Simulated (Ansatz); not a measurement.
Runs of Ansatz 0.2.0 on Ga. The cell holds a sheet with vacuum, 2 atoms: a = 4.330 Å, b = 4.330 Å, c = 23.800 Å, α = 90.00°, β = 90.00°, γ = 120.00°. The cell was built by a generator and needn't be a form met in nature.

| task | level | cell | cutoff (eV) | basis error allowed | gap on the mesh (eV) | work function (eV) |
| --- | --- | --- | --- | --- | --- | --- |
| work function | PBEsol | as given | 283 | 0.002 eV/atom | none | (a) |
| projected density of states | PBE | as given | 282 | 0.002 eV/atom | - | 4.33 |
| relaxation of the atoms | PBE | atoms relaxed | - | 0.002 eV/atom | - | 4.33 |
| work function | LDA | as given | 283 | 0.002 eV/atom | none | 4.61 |
| single point | PBE | as given | 306 | 0.001 eV/atom | none | - |

Alike in all rows: potentials or basis all-electron LAPW, scalar-relativistic; no spin polarisation; k mesh 7 × 7 × 1; smearing fermi-dirac 0.05 eV.

**Question.** Estimate the missing entries.

**Answer.** (a) 4.42.

A k mesh can miss the band edges, and the runs leave out spin-orbit coupling on Ga.

A gap of «none» marks a metal or a gap under the smearing width.

Not every run made on this cell is shown here.
